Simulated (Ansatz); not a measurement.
# ZnSn: the cost of one run

Program: Ansatz 0.2.0. Level of theory: DFT PBE, scalar-relativistic, plane waves, PAW. These are calculated values, not measurements.

1 further run of the same task is left out (it didn't finish).

**1. The starting structure**

The structure is cubic, space group Pm-3m (No. 221). Conventional cell: a = 3.513 Å, b = 3.513 Å, c = 3.513 Å, α = 90.00°, β = 90.00°, γ = 90.00°. Around Zn (site symmetry m-3m) lie 8 Sn at 3.04 Å. Sn (site symmetry m-3m) is surrounded by 8 Zn at 3.04 Å.

Structure file:

```xyz
2
Lattice="3.5126 0.0000 0.0000 0.0000 3.5126 0.0000 0.0000 0.0000 3.5126" Properties=species:S:1:pos:R:3 pbc="T T T"
Zn    0.0000    0.0000    0.0000
Sn    1.7563    1.7563    1.7563
```

Recipe of the guess: ordered superstructure of bcc (Pm-3m, No. 221). Lengths come from tabulated atomic sizes and are only a guess.

**2. The guess as it stands, on a coarse mesh**

File input.yaml:

```yaml
crystal:
  lattice:
    - [3.51263518, 0.0, 0.0]
    - [0.0, 3.51263518, 0.0]
    - [0.0, 0.0, 3.51263518]
  atoms:
    - { symbol: Zn, position: [0.0, 0.0, 0.0] }
    - { symbol: Sn, position: [0.5, 0.5, 0.5] }
basis:
  ecutwfc: 420
kpoints:
  mp_grid: { grid: [6, 6, 6] }
hamiltonian:
  xc: pbe
scf:
  occupations: { method: gaussian, width: 0.1 }
  lower_state_search: "off"
output:
  forces: true
  stress: true
  eigenvalues: true
```

On the command line:

```bash
$ ansatz run input.yaml --threads 1 --pin off --max-ram 2048MiB --backend cpu --events-out ev --progress --plain --runs-dir out
```

What time and memory should one allow on 1 thread of Arm Neoverse V1, shared host?

About 1.2 s, with a peak of 0.29 GiB.
